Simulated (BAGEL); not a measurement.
# GeNH4O (SMILES [NH][GeH2][OH]): UHF/6-31G(d) (density fitting with qzvpp-jkfit, spherical functions)

Aim: the vertical ionisation energy of GeNH4O at UHF/6-31G* (density fitting with qzvpp-jkfit, spherical functions), from 2 runs. 

The calculation is run with BAGEL 1.2.2.

27 further runs of the same task are left out: 2 that didn't finish, 25 set aside as unsound or not needed.

### Step 1. Starting point

The species is GeNH4O (7 atoms), meant as a doublet with charge 0. As SMILES, `[NH][GeH2][OH]`. Geometry: relaxed at PBE0-D4/def2-TZVP. This is one conformer, not always the lowest.

Bond lengths: N1–Ge2 1.860 Å, Ge2–O3 1.772 Å, N1–H4 1.025 Å, Ge2–H5 1.544 Å, Ge2–H6 1.536 Å, O3–H7 0.961 Å. Angles: N1–Ge2–O3 106.5°, N1–Ge2–H5 107.6°, N1–Ge2–H6 113.8°, O3–Ge2–H5 110.8°, O3–Ge2–H6 105.4°, Ge2–N1–H4 110.2°, Ge2–O3–H7 111.8°, H5–Ge2–H6 112.6°.

### Step 2. The energy at UHF/6-31G(d) (density fitting with qzvpp-jkfit, spherical functions)

input.json

```json
{ "bagel": [

{
  "title": "molecule",
  "basis": "6-31gs.json",
  "df_basis": "qzvpp-jkfit",
  "angstrom": true,
  "geometry": [
    { "atom": "N", "xyz": [      -1.180000,      -0.629600,      -0.704300 ] },
    { "atom": "Ge", "xyz": [       0.091800,       0.357900,       0.227300 ] },
    { "atom": "O", "xyz": [       1.488100,      -0.708500,       0.454200 ] },
    { "atom": "H", "xyz": [      -2.073700,      -0.127300,      -0.724700 ] },
    { "atom": "H", "xyz": [       0.468500,       1.575300,      -0.644200 ] },
    { "atom": "H", "xyz": [      -0.348300,       0.758200,       1.642900 ] },
    { "atom": "H", "xyz": [       1.614800,      -1.294000,      -0.296700 ] }
  ]
},

{ "title": "uhf", "charge": 0, "nopen": 1 },

{ "title": "print", "file": "orbitals.molden", "orbitals": true }

]}
```

The basis set 6-31G* is read from a file made from the Basis Set Exchange's data (not shown).

The run is started by

```bash
$ BAGEL_NUM_THREADS=1 BAGEL input.json > input.out
```

Standard output:

```text
* using 1 threads per process

  ===============================================================
  ===============================================================

  *** Geometry ***

  { "atom" : "N", "xyz" : [     -2.229877,     -1.189772,     -1.330934 ] },
  { "atom" : "Ge", "xyz" : [      0.173477,      0.676333,      0.429535 ] },
  { "atom" : "O", "xyz" : [      2.812101,     -1.338871,      0.858314 ] },
  { "atom" : "H", "xyz" : [     -3.918725,     -0.240562,     -1.369485 ] },
  { "atom" : "H", "xyz" : [      0.885337,      2.976886,     -1.217362 ] },
  { "atom" : "H", "xyz" : [     -0.658192,      1.432790,      3.104631 ] },
  { "atom" : "H", "xyz" : [      3.051530,     -2.445306,     -0.560682 ] },

  Number of auxiliary basis functions:      492

  Since a DF basis is specified, we compute 2- and 3-index integrals:
    o Being stored without compression. Storage requirement is 0.018 GB

  Number of basis functions:       68
  Number of electrons      :       51

    * METHOD: MOLECULE                             0.25

  *** Open-shell HF ***

  === Nuclear Repulsion ===
   203.9485575824

      * DIIS with orbital gradients will be used.

  === UHF iteration (6-31gs.json) ===
      0      -2206.26284576          0.05849644           0.12
      1      -2206.48416496          0.04185211           0.12
      2      -2206.60814824          0.02656076           0.12
      3      -2206.67360623          0.00276775           0.12
      4      -2206.67600443          0.00125651           0.12
      5      -2206.67652692          0.00029835           0.12
      6      -2206.67663777          0.00010249           0.12
      7      -2206.67668071          0.00005790           0.12
      8      -2206.67669580          0.00003224           0.11
      9      -2206.67670204          0.00001360           0.12
     10      -2206.67670281          0.00000496           0.11
     11      -2206.67670284          0.00000237           0.12
     12      -2206.67670285          0.00000118           0.13
     13      -2206.67670286          0.00000090           0.12
     14      -2206.67670287          0.00000077           0.12
     15      -2206.67670287          0.00000057           0.12
     16      -2206.67670287          0.00000042           0.12
     17      -2206.67670287          0.00000034           0.12
     18      -2206.67670287          0.00000024           0.12
     19      -2206.67670287          0.00000012           0.12
     20      -2206.67670287          0.00000005           0.12
     21      -2206.67670287          0.00000003           0.11
     22      -2206.67670287          0.00000002           0.12
     23      -2206.67670287          0.00000001           0.11
     24      -2206.67670287          0.00000001           0.12
    * SCF iteration converged.

    * S^2 (UHF) is 0.7594

    * Permanent dipole moment:
           (    0.592034,    -0.617392,     0.282512) a.u.

    * METHOD: UHF                                  3.17

    * METHOD: PRINT                                0.01

  ===============================================================
```

It took 3.6 s on 1 thread of Arm Neoverse V1, shared host; peak memory 0.1 GiB.

### Step 3. The singlet cation

input.json

```json
{ "bagel" : [

{
  "title" : "molecule",
  "basis" : "6-31gs.json",
  "df_basis" : "qzvpp-jkfit",
  "angstrom" : "true",
  "geometry" : [
    { "atom" : "N", "xyz" : [      -1.180000,      -0.629600,      -0.704300 ] },
    { "atom" : "Ge", "xyz" : [       0.091800,       0.357900,       0.227300 ] },
    { "atom" : "O", "xyz" : [       1.488100,      -0.708500,       0.454200 ] },
    { "atom" : "H", "xyz" : [      -2.073700,      -0.127300,      -0.724700 ] },
    { "atom" : "H", "xyz" : [       0.468500,       1.575300,      -0.644200 ] },
    { "atom" : "H", "xyz" : [      -0.348300,       0.758200,       1.642900 ] },
    { "atom" : "H", "xyz" : [       1.614800,      -1.294000,      -0.296700 ] }
  ]
},

{
  "title" : "hf",
  "charge" : 1
},

{
  "title" : "print",
  "file" : "orbitals.molden",
  "orbitals" : "true"
}

]}
```

The basis set 6-31G* is read from a file made from the Basis Set Exchange's data (not shown).

The run is started by

```bash
$ BAGEL_NUM_THREADS=1 BAGEL input.json > input.out
```

Standard output:

```text
* using 1 threads per process

  ===============================================================
  ===============================================================

  *** Geometry ***

  { "atom" : "N", "xyz" : [     -2.229877,     -1.189772,     -1.330934 ] },
  { "atom" : "Ge", "xyz" : [      0.173477,      0.676333,      0.429535 ] },
  { "atom" : "O", "xyz" : [      2.812101,     -1.338871,      0.858314 ] },
  { "atom" : "H", "xyz" : [     -3.918725,     -0.240562,     -1.369485 ] },
  { "atom" : "H", "xyz" : [      0.885337,      2.976886,     -1.217362 ] },
  { "atom" : "H", "xyz" : [     -0.658192,      1.432790,      3.104631 ] },
  { "atom" : "H", "xyz" : [      3.051530,     -2.445306,     -0.560682 ] },

  Number of auxiliary basis functions:      492

  Since a DF basis is specified, we compute 2- and 3-index integrals:
    o Being stored without compression. Storage requirement is 0.018 GB

  Number of basis functions:       68
  Number of electrons      :       51

    * METHOD: MOLECULE                             0.26

  *** RHF ***

  === Nuclear Repulsion ===
   203.9485575824

      * DIIS with orbital gradients will be used.

  === RHF iteration (6-31gs.json) ===
      0      -2205.91181475          0.02889756           0.06
      1      -2206.08384444          0.02195874           0.06
      2      -2206.25567222          0.00333017           0.05
      3      -2206.26909775          0.00151347           0.06
      4      -2206.27147693          0.00073710           0.06
      5      -2206.27224798          0.00018255           0.06
      6      -2206.27228574          0.00005983           0.06
      7      -2206.27228984          0.00003700           0.06
      8      -2206.27229138          0.00002169           0.06
      9      -2206.27229211          0.00000928           0.06
     10      -2206.27229222          0.00000464           0.06
     11      -2206.27229225          0.00000255           0.06
     12      -2206.27229226          0.00000165           0.06
     13      -2206.27229226          0.00000119           0.06
     14      -2206.27229226          0.00000098           0.06
     15      -2206.27229227          0.00000076           0.06
     16      -2206.27229227          0.00000046           0.06
     17      -2206.27229227          0.00000023           0.06
     18      -2206.27229227          0.00000013           0.06
     19      -2206.27229227          0.00000007           0.06
     20      -2206.27229227          0.00000004           0.06
     21      -2206.27229227          0.00000002           0.05
     22      -2206.27229227          0.00000001           0.06
     23      -2206.27229227          0.00000001           0.06
     24      -2206.27229227          0.00000001           0.06
    * SCF iteration converged.

    * Permanent dipole moment:
           (    2.191390,    -0.248675,     1.133953) a.u.

    * METHOD: HF                                   1.65

    * METHOD: PRINT                                0.01

  ===============================================================
```

It took 2 s on 1 thread of Arm Neoverse V1, shared host; peak memory 0.1 GiB.

### Step 4. What came out

Level: UHF/6-31G* (density fitting with qzvpp-jkfit, spherical functions).

| quantity | value |
| --- | --- |
| doublet GeNH4O: total energy | -2206.67670 Eh |
| doublet GeNH4O: dipole moment | 2.29 D |
| doublet GeNH4O: ⟨S²⟩ | 0.759 |
| singlet cation: total energy | -2206.27229 Eh |
| singlet cation: HOMO energy | -18.11 eV |
| singlet cation: LUMO energy | -8.71 eV |
| singlet cation: HOMO–LUMO gap | 9.41 eV |
| vertical ionisation energy (to the singlet cation) | 11.005 eV |

**Reading.** The vertical ionisation energy comes to 11.00 eV (1062 kJ/mol). Only the singlet of the ionised species was computed; a triplet could lie lower.
